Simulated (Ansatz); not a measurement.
**HfC: elastic constants**

Aim: the elastic tensor from the stress of slightly strained cells, and the moduli that follow. Runs: cell and atoms relaxed (PAW); reference run (PAW and LAPW).

Program: Ansatz 0.2.0. Level of theory: DFT PBEsol, frozen-core PAW and all-electron LAPW, scalar-relativistic unless said. These are calculated values, not measurements.

2 further runs of the same task are left out: 1 that didn't finish, 1 set aside as unsound or not needed.

## 1. Starting point

The structure is cubic, space group Fm-3m (No. 225). The conventional cell has a = 4.650 Å, b = 4.650 Å, c = 4.650 Å, α = 90.00°, β = 90.00°, γ = 90.00°. Around Hf (site symmetry m-3m) lie 6 C at 2.33 Å. C (site symmetry m-3m) has 6 Hf at 2.33 Å as nearest neighbours.

As a file:

```cif
data_structure
_symmetry_space_group_name_H-M 'Fm-3m'
_symmetry_Int_Tables_number 225
_cell_length_a 4.6500
_cell_length_b 4.6500
_cell_length_c 4.6500
_cell_angle_alpha 90.000
_cell_angle_beta 90.000
_cell_angle_gamma 90.000
_cell_volume 100.54
loop_
_atom_site_label
_atom_site_type_symbol
_atom_site_symmetry_multiplicity
_atom_site_Wyckoff_symbol
_atom_site_fract_x
_atom_site_fract_y
_atom_site_fract_z
_atom_site_occupancy
Hf1 Hf 4 b 0.50000 0.00000 0.00000 1
C1 C 4 a 0.00000 0.00000 0.00000 1
```

Cartesian axes are those of the input's lattice vectors. The structure goes back to a database entry.

## 2. Cell and atoms relaxed, PAW

Contents of input.yaml:

```yaml
crystal:
  lattice:
    - [0.0, 2.325, 2.325]
    - [2.325, 0.0, 2.325]
    - [2.325, 2.325, 0.0]
  atoms:
    - { symbol: Hf, position: [0.5, 0.5, 0.5] }
    - { symbol: C, position: [0.0, 0.0, 0.0] }
kpoints:
  mp_grid: { grid: [16, 16, 16] }
scf:
  occupations: { method: fermi_dirac, width: 0.05 }
hamiltonian:
  xc: pbesol
  pseudopotentials: { kind: paw }
relax:
  f_tol: 0.002
  max_steps: 80
  cell: {}
output:
  forces: true
  stress: true
  write_density: true
  write_potential: true
  elf: true
  volumetric_format: npy
```

Command:

```
ansatz run input.yaml --threads 1 --pin off --max-ram 2560MiB --backend cpu --events-out ev --progress --plain --runs-dir out
```

## 3. Reference run, PAW

Contents of input.yaml:

```yaml
crystal:
  lattice:
    - [0.0, 2.3036612993, 2.3036612993]
    - [2.3036612993, 0.0, 2.3036612993]
    - [2.3036612993, 2.3036612993, 0.0]
  atoms:
    - { symbol: Hf, position: [0.5, 0.5, 0.5] }
    - { symbol: C, position: [0.0, 0.0, 0.0] }
kpoints:
  mp_grid: { grid: [16, 16, 16] }
scf:
  occupations: { method: fermi_dirac, width: 0.05 }
hamiltonian:
  xc: pbesol
  pseudopotentials: { kind: paw }
elastic:
  mode: relaxed_ion
  stencil: two_point
  amplitude: 0.005
```

## 4. Reference run, LAPW

input.yaml: that of step 3 with these lines changed.

```diff
@@ -14,3 +14,3 @@
   xc: pbesol
-  pseudopotentials: { kind: paw }
+  pseudopotentials: { kind: all_electron, lapw: { basis_error: 0.001 } }
 elastic:
```

(Steps that only read results are left out.)

Before running it: what results should come out? Wanted: C11; C12; C44; bulk, shear and Young's modulus; Debye temperature from sound speeds; universal anisotropy index.

**Answer**, as computed:

```
                           quantity              value
                          C11 (PAW)            530 GPa
                          C12 (PAW)            107 GPa
                          C44 (PAW)            168 GPa
    bulk, shear and Young's modulus  248, 184, 443 GPa
Debye temperature from sound speeds              538 K
         universal anisotropy index               0.06
```

All eigenvalues are positive, so the crystal is mechanically stable; by PAW K = 248 and G = 184 GPa, K/G = 1.34, on the brittle side of Pugh's rough line at 1.75, which was drawn for metals. Young's modulus runs from 411 to 494 GPa with direction. Cautions: frozen-core PAW files fitted under PBE, their cores solved anew for the functional of the run; responses of metals move with mesh and smearing; no spin-orbit coupling on heavy atoms.
